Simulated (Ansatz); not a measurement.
# Cl2F3H2Ta: the cost of one run

Program: Ansatz 0.2.0. Level of theory: RKS r2SCAN/def2-SVP. These are calculated values, not measurements.

## 1. The system as given

Bond lengths: Ta1–Cl2 2.820 Å, Ta1–F3 1.930 Å, Ta1–F4 1.930 Å, Ta1–Cl5 2.470 Å, Ta1–F6 1.930 Å, Ta1–H7 2.100 Å, Ta1–H8 2.365 Å. Angles (14 of 21 angles, heavy atoms first): Cl2–Ta1–F3 90.0°, Cl2–Ta1–F4 90.0°, Cl2–Ta1–Cl5 120.0°, Cl2–Ta1–F6 120.0°, F3–Ta1–F4 180.0°, F3–Ta1–Cl5 90.0°, F3–Ta1–F6 90.0°, F4–Ta1–Cl5 90.0°, F4–Ta1–F6 90.0°, Cl5–Ta1–F6 120.0°, Cl2–Ta1–H7 71.6°, Cl2–Ta1–H8 44.6°, F3–Ta1–H7 115.6°, F3–Ta1–H8 108.7°.

Structure file:

```xyz
8

Ta    0.0000    0.0000    0.0000
Cl    2.8200    0.0000    0.0000
F     0.0000    0.0000    1.9300
F     0.0000    0.0000   -1.9300
Cl   -1.2350    2.1390    0.0000
F    -0.9650   -1.6714    0.0000
H     0.6622    1.7736   -0.9088
H     1.6841    1.4782   -0.7574
```

## 2. Pulling towards end A

Springs on the bonds that form and break draw the guess towards this end; the thresholds are loose.

Contents of input.yaml:

```yaml
crystal:
  periodic: [false, false, false]
  atoms:
    - { symbol: Ta, position_ang: [0.0, 0.0, 0.0] }
    - { symbol: Cl, position_ang: [2.82, 0.0, 0.0] }
    - { symbol: F, position_ang: [0.0, 0.0, 1.93] }
    - { symbol: F, position_ang: [0.0, 0.0, -1.93] }
    - { symbol: Cl, position_ang: [-1.235, 2.139, 0.0] }
    - { symbol: F, position_ang: [-0.965, -1.6714, 0.0] }
    - { symbol: H, position_ang: [0.6622, 1.7736, -0.9088] }
    - { symbol: H, position_ang: [1.6841, 1.4782, -0.7574] }
basis:
  gaussian: { orbitals: def2-SVP }
hamiltonian:
  xc: r2scan
relax:
  f_tol: 0.15
  max_steps: 25
  restrain:
    - { distance: [0, 6], at: 3.0, k: 30.0 }
    - { distance: [7, 1], at: 2.57, k: 30.0 }
    - { distance: [0, 1], at: 2.47, k: 30.0 }
    - { distance: [7, 6], at: 0.66, k: 30.0 }
```

Launch:

```
ansatz run input.yaml --threads 4 --pin off --max-ram 5120MiB --backend cpu --events-out ev --progress --plain --runs-dir out
```

What time and memory should one allow on 4 threads of Arm Neoverse V1, shared host?

About 32 s, with a peak of 0.22 GiB.
